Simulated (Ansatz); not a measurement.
**AlClH3OPSe: a ladder of functionals and wavefunction methods**

An exercise on one series of results from a longer session: the logs are not shown, and one member is left open.

Computed with Ansatz 0.2.0, Gaussian basis. Level: functionals in def2-TZVPP, the program's frozen cores in correlated methods.

Plan: LDA (SPW92), PBE-D4, revPBE-D4, BLYP-D4, r2SCAN-D4, B97M-V, PBE0-D4, B3LYP-D4, r2SCANh-D4, r2SCAN0-D4, HSE06-D4, BHLYP-D4, CAM-B3LYP-D4, LC-ωPBE, ωB97X-V, ωB97M-V, B2PLYP, PBE-QIDH; CCSD(T)/def2-SVP; CCSD(T)/def2-TZVPP; MP2/def2-QZVPP; extrapolation to the limit; RPA on PBE.

### The relaxed structure

An earlier PBE0-D4 in a triple-zeta def2 set relaxation fixed the geometry.

SMILES `[Cl][AlH][O]P[SeH]`, 8 atoms, charge 0, spin multiplicity 1.

Atoms are counted from 1 here; the program's logs count them from 0.

Bond lengths: Cl1–Al2 2.104 Å, Al2–O3 1.768 Å, Al2–H6 1.571 Å, O3–P4 1.592 Å, P4–Se5 2.377 Å, P4–H7 1.436 Å, Se5–H8 1.471 Å. Angles: Cl1–Al2–O3 113.8°, Cl1–Al2–H6 120.5°, O3–Al2–H6 117.8°, Al2–O3–P4 112.9°, O3–P4–Se5 96.5°, O3–P4–H7 102.1°, Se5–P4–H7 90.0°, P4–Se5–H8 97.2°.

The first run:

Input file in.yaml:

```yaml
crystal:
  periodic: [false, false, false]
  atoms:
    - {symbol: Cl, position_ang: [-2.417261, 1.771262, 0.014834]}
    - {symbol: Al, position_ang: [-0.447169, 1.085382, 0.289097]}
    - {symbol: O, position_ang: [0.394360, 0.708436, -1.219464]}
    - {symbol: P, position_ang: [0.468726, -0.853980, -1.513355]}
    - {symbol: Se, position_ang: [-0.625082, -1.553011, 0.477983]}
    - {symbol: H, position_ang: [0.413931, 1.596036, 1.499846]}
    - {symbol: H, position_ang: [1.736978, -1.208912, -0.941599]}
    - {symbol: H, position_ang: [0.567616, -1.602412, 1.336856]}
basis:
  gaussian: {orbitals: def2-TZVPP}
hamiltonian: {xc: lda}
output: {orbitals: {seedname: orbitals}}
```

The run is started by

```sh
$ ansatz run in.yaml --threads 4 --pin off --events-out ev --progress --plain --max-ram 10444MiB
```

Steps of the session up to this table: LDA; PBE-D4 (GGA); revPBE-D4 (GGA); BLYP-D4 (GGA); r2SCAN-D4 (meta-GGA); B97M-V (meta-GGA); PBE0-D4 (hybrid); B3LYP-D4 (hybrid); r2SCANh-D4 (hybrid); r2SCAN0-D4 (hybrid); HSE06-D4 (hybrid); BHLYP-D4 (hybrid); CAM-B3LYP-D4 (range-separated); LC-ωPBE (range-separated); ωB97X-V (range-separated); ωB97M-V (range-separated); B2PLYP (double hybrid); PBE-QIDH (double hybrid).

One table of the session follows, with a row left open; its other results are not shown here.

It belongs to the step «Orbital energies across the functionals». 

| functional | HOMO (eV) | LUMO (eV) | gap (eV) |
| --- | --- | --- | --- |
| LDA (SPW92) | ? | ? | ? |
| PBE-D4 | -6.43 | -2.61 | 3.82 |
| revPBE-D4 | -6.39 | -2.53 | 3.86 |
| BLYP-D4 | -6.32 | -2.48 | 3.84 |
| r2SCAN-D4 | -6.71 | -2.46 | 4.25 |
| B97M-V | -6.79 | -2.41 | 4.37 |
| PBE0-D4 | -7.67 | -1.77 | 5.90 |
| B3LYP-D4 | -7.47 | -1.98 | 5.49 |
| r2SCANh-D4 | -7.17 | -2.15 | 5.02 |
| r2SCAN0-D4 | -7.85 | -1.69 | 6.17 |
| HSE06-D4 | -7.27 | -2.15 | 5.13 |
| BHLYP-D4 | -8.79 | -0.82 | 7.96 |
| CAM-B3LYP-D4 | -8.99 | -0.73 | 8.26 |
| LC-ωPBE | -10.29 | 0.38 | 10.67 |
| ωB97X-V | -9.96 | 0.30 | 10.26 |
| ωB97M-V | -9.83 | 0.16 | 9.99 |

Estimate the missing values for LDA (SPW92).

As computed: HOMO (eV): -6.54; LUMO (eV): -2.83; gap (eV): 3.71. In the column «HOMO (eV)» it lies between r2SCAN-D4 (-6.71) and PBE-D4 (-6.43).
